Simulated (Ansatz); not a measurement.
I need an equation of state with a fit of YRh, space group Pm-3m. Use Ansatz 0.2.0 through its Python package. Settings (first run): PBEsol, PAW, cutoff 510 eV, 7×7×7 k-points, Fermi-Dirac smearing of 0.05 eV.

```
Y Rh
1.0
     3.40700    0.00000    0.00000
     0.00000    3.40700    0.00000
     0.00000    0.00000    3.40700
Y Rh
1 1
Direct
  0.50000 0.50000 0.50000
  0.00000 0.00000 0.00000
```

Script `run_eos.py`:
```python
import ansatz
import numpy as np

vectors0 = np.array([
    [3.407, 0.0, 0.0],
    [0.0, 3.407, 0.0],
    [0.0, 0.0, 3.407],
])
sites = [
    ('Y', [0.5, 0.5, 0.5]),
    ('Rh', [0.0, 0.0, 0.0]),
]


def build(cell):
    crystal = ansatz.Crystal(lattice=ansatz.Lattice.of(cell))
    for symbol, position in sites:
        crystal = crystal.atom(symbol, position)
    return crystal

volumes, energies, pressures = [], [], []
for scale in np.linspace(0.92, 1.08, 7):
    cell = vectors0 * scale ** (1 / 3)
    base = (
        build(cell).calculation()
        .functional('PBEsol')
        .occupations('fermi_dirac', width=0.05)
        .pseudopotentials('paw')
        .basis(510)
        .kpoints(7, 7, 7)
        .stress()
    )
    r = base.run(threads=1).report
    volumes.append(abs(np.linalg.det(cell)) / len(sites))
    energies.append(r['free_energy_ev'] / len(sites))
    pressures.append(np.trace(r['stress_gpa']) / 3)
    print(f'V = {volumes[-1]:8.4f} A^3/atom  F = {energies[-1]:.5f} eV/atom  P = {pressures[-1]:8.3f} GPa')

x = np.array(volumes) ** (-2 / 3)
poly = np.polynomial.Polynomial.fit(x, energies, 3).convert()
roots = poly.deriv().roots()
x0 = min((r.real for r in roots if abs(r.imag) < 1e-9 and poly.deriv(2)(r.real) > 0), key=lambda r: abs(r - x.mean()))
v0 = x0 ** -1.5
b0 = 4 / 9 * poly.deriv(2)(x0) * v0 ** (-7 / 3) * 160.21766
b1 = 4 + 2 / 3 * x0 * poly.deriv(3)(x0) / poly.deriv(2)(x0)
print(f'V0 = {v0:.4f} A^3/atom, B0 = {b0:.1f} GPa, dB/dP = {b1:.2f}')
```

```console
$ python run_eos.py
V =  18.1917 A^3/atom  F = -5067.70443 eV/atom  P =    8.643 GPa
V =  18.7190 A^3/atom  F = -5067.72572 eV/atom  P =    4.398 GPa
V =  19.2463 A^3/atom  F = -5067.73401 eV/atom  P =    0.729 GPa
V =  19.7736 A^3/atom  F = -5067.73107 eV/atom  P =   -2.444 GPa
V =  20.3009 A^3/atom  F = -5067.71839 eV/atom  P =   -5.191 GPa
V =  20.8282 A^3/atom  F = -5067.69730 eV/atom  P =   -7.569 GPa
V =  21.3555 A^3/atom  F = -5067.66893 eV/atom  P =   -9.626 GPa
V0 = 19.3609 A^3/atom, B0 = 121.3 GPa, dB/dP = 4.32
```

A third-order Birch-Murnaghan fit through the 7 points has its minimum at 19.36 Å³ an atom, 2.1 % below the typed cell, with a bulk modulus of 121 GPa and dB/dP = 4.3. From that minimum the energy rises by 29.8 meV an atom on the compressed side and 65.3 meV on the expanded side.

Notes:
- Absolute energies stand on the zero of these potentials, so only differences at equal settings mean something.
- No spin polarisation was allowed.
- Pressure is positive in compression.
- The starting cell is as deposited in a crystallographic database; the results hold for this polymorph, which needn't be the stable one.
- Wall time of the script: 8.9 s on 1 thread of Intel(R) Xeon(R) Platinum 8375C CPU @ 2.90GHz (Ice Lake), on a shared host, peak memory 0.41 GiB.

(Lines on the test bed's own set-up are left out of the output.)
